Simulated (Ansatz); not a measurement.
# ClGaH4N2: how energies converge with the basis set

How large a basis does ClGaH4N2 need? Two functionals are run in growing sets.

Program: Ansatz 0.2.0, Gaussian basis. Level of theory: one geometry, several basis sets. These are calculated values, not measurements.

Levels to be run: PBE0-D4/def2-SVP; ωB97M-V/def2-SVP; PBE0-D4/def2-QZVPP; ωB97M-V/def2-QZVPP; the functionals' def2-TZVPP values are taken from earlier runs.

## Step 1: The geometry

The geometry comes from an earlier relaxation with PBE0-D4 in a triple-zeta def2 set; it is a stationary point, not always the lowest conformer.

SMILES `[NH2][Ga]([NH2])[Cl]`, 8 atoms, charge 0, spin multiplicity 1.

Atoms are counted from 1 here; the program's logs count them from 0.

Bond lengths: N1–Ga2 1.808 Å, N1–H5 1.006 Å, N1–H6 1.006 Å, Ga2–N3 1.808 Å, Ga2–Cl4 2.145 Å, N3–H7 1.006 Å, N3–H8 1.006 Å. Angles: Ga2–N1–H5 119.7°, Ga2–N1–H6 121.8°, H5–N1–H6 111.7°, N1–Ga2–N3 125.8°, N1–Ga2–Cl4 117.1°, N3–Ga2–Cl4 117.1°, Ga2–N3–H7 121.9°, Ga2–N3–H8 119.8°, H7–N3–H8 111.7°.

## Step 2: PBE0-D4 in def2-SVP

in.yaml

```yaml
crystal:
  periodic: [false, false, false]
  atoms:
    - {symbol: N, position_ang: [-0.433986, 1.564000, -0.293304]}
    - {symbol: Ga, position_ang: [-0.264647, -0.235581, -0.294279]}
    - {symbol: N, position_ang: [0.851561, -1.192297, 0.757330]}
    - {symbol: Cl, position_ang: [-1.496965, -1.332579, -1.664366]}
    - {symbol: H, position_ang: [-1.220641, 1.991639, -0.752208]}
    - {symbol: H, position_ang: [-0.094676, 2.128623, 0.466996]}
    - {symbol: H, position_ang: [1.626453, -0.765135, 1.235929]}
    - {symbol: H, position_ang: [1.032901, -2.158660, 0.543902]}
basis:
  gaussian: {orbitals: def2-SVP}
hamiltonian: {xc: pbe0, dispersion: d4}
output: {orbitals: {seedname: orbitals}}
```

Run with:

```bash
$ ansatz run in.yaml --threads 4 --pin off --events-out ev --progress --plain --max-ram 10444MiB
```

Further steps of the session: ωB97M-V in def2-SVP; PBE0-D4 in def2-QZVPP; ωB97M-V in def2-QZVPP.

Before running them: what should the planned runs give, taken together? Wanted: PBE0-D4: double and triple zeta above quadruple; ωB97M-V: double and triple zeta above quadruple.

As calculated:

```
                                       quantity           value
PBE0-D4: double and triple zeta above quadruple  16.59, 1.77 eV
ωB97M-V: double and triple zeta above quadruple  16.57, 1.70 eV
```

For PBE0-D4 the step from double to triple zeta gains 14.83 eV and the next only 1.77 eV. Total energies overstate the basis error of differences, where much of it tends to cancel. The LUMO of ωB97M-V is positive and keeps falling with the basis (1.83 to 0.97 eV): an unbound level that the basis holds in place.
